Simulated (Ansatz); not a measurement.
**CH4BrClGe: one species, many methods**

The task here is to estimate one member of a computed series from the others.

Program: Ansatz 0.2.0, Gaussian basis. Level of theory: functionals in def2-TZVPP, the program's frozen cores in correlated methods. These are calculated values, not measurements.

Levels to be run: LDA (SPW92), PBE-D4, revPBE-D4, BLYP-D4, r2SCAN-D4, B97M-V, PBE0-D4, B3LYP-D4, r2SCANh-D4, r2SCAN0-D4, HSE06-D4, BHLYP-D4, CAM-B3LYP-D4, LC-ωPBE, ωB97X-V, ωB97M-V, B2PLYP, PBE-QIDH; CCSD(T)/def2-SVP; CCSD(T)/def2-TZVPP; MP2/def2-QZVPP; extrapolation to the limit; RPA on PBE.

**Structure used throughout**

An earlier PBE0-D4 in a triple-zeta def2 set relaxation fixed the geometry.

SMILES `Cl[CH]([GeH3])Br`, 8 atoms, charge 0, spin multiplicity 1.

Atoms are counted from 1 here; the program's logs count them from 0.

Bond lengths: Cl1–C2 1.767 Å, C2–Ge3 1.978 Å, C2–Br4 1.943 Å, C2–H5 1.087 Å, Ge3–H6 1.536 Å, Ge3–H7 1.534 Å, Ge3–H8 1.530 Å. Angles: Cl1–C2–Ge3 110.5°, Cl1–C2–Br4 111.7°, Cl1–C2–H5 107.1°, Ge3–C2–Br4 109.6°, Ge3–C2–H5 112.6°, Br4–C2–H5 105.2°, C2–Ge3–H6 107.8°, C2–Ge3–H7 108.1°, C2–Ge3–H8 107.3°, H6–Ge3–H7 110.8°, H6–Ge3–H8 111.3°, H7–Ge3–H8 111.5°.

The first run:

Contents of in.yaml:

```yaml
crystal:
  periodic: [false, false, false]
  atoms:
    - {symbol: Cl, position_ang: [-2.051392, 0.936884, 0.061063]}
    - {symbol: C, position_ang: [-0.489243, 0.504356, -0.641852]}
    - {symbol: Ge, position_ang: [0.641851, -0.412766, 0.697377]}
    - {symbol: Br, position_ang: [-0.694348, -0.627828, -2.207197]}
    - {symbol: H, position_ang: [-0.038736, 1.422079, -1.010476]}
    - {symbol: H, position_ang: [0.810908, 0.533633, 1.894870]}
    - {symbol: H, position_ang: [1.998110, -0.716490, 0.047388]}
    - {symbol: H, position_ang: [-0.084951, -1.696868, 1.103027]}
basis:
  gaussian: {orbitals: def2-TZVPP}
hamiltonian: {xc: lda}
output: {orbitals: {seedname: orbitals}}
```

Steps of the session up to this table: LDA; PBE-D4 (GGA); revPBE-D4 (GGA); BLYP-D4 (GGA); r2SCAN-D4 (meta-GGA); B97M-V (meta-GGA); PBE0-D4 (hybrid); B3LYP-D4 (hybrid); r2SCANh-D4 (hybrid); r2SCAN0-D4 (hybrid); HSE06-D4 (hybrid); BHLYP-D4 (hybrid); CAM-B3LYP-D4 (range-separated); LC-ωPBE (range-separated); ωB97X-V (range-separated); ωB97M-V (range-separated); B2PLYP (double hybrid); PBE-QIDH (double hybrid).

One table of the session follows, with a row left open; its other results are not shown here.

It belongs to the step «Orbital energies across the functionals». 

```
  functional  HOMO (eV)  gap (eV)
 LDA (SPW92)      -6.78      4.72
      PBE-D4      -6.64      4.79
   revPBE-D4      -6.59      4.82
     BLYP-D4      -6.50      4.76
   r2SCAN-D4      -6.94      5.25
      B97M-V      -7.05      5.42
     PBE0-D4      -7.90      7.03
    B3LYP-D4      -7.67      6.55
  r2SCANh-D4      -7.40      6.08
  r2SCAN0-D4      -8.09      7.31
    HSE06-D4      -7.50      6.25
    BHLYP-D4      -9.03      9.20
CAM-B3LYP-D4      -9.23      9.48
     LC-ωPBE     -10.58     12.09
     ωB97X-V     -10.24     11.57
     ωB97M-V          ?         ?
```

Estimate the missing values for ωB97M-V.

**Answer.** HOMO (eV): -10.09; gap (eV): 11.26. In the column «HOMO (eV)» it lies between ωB97X-V (-10.24) and CAM-B3LYP-D4 (-9.23).
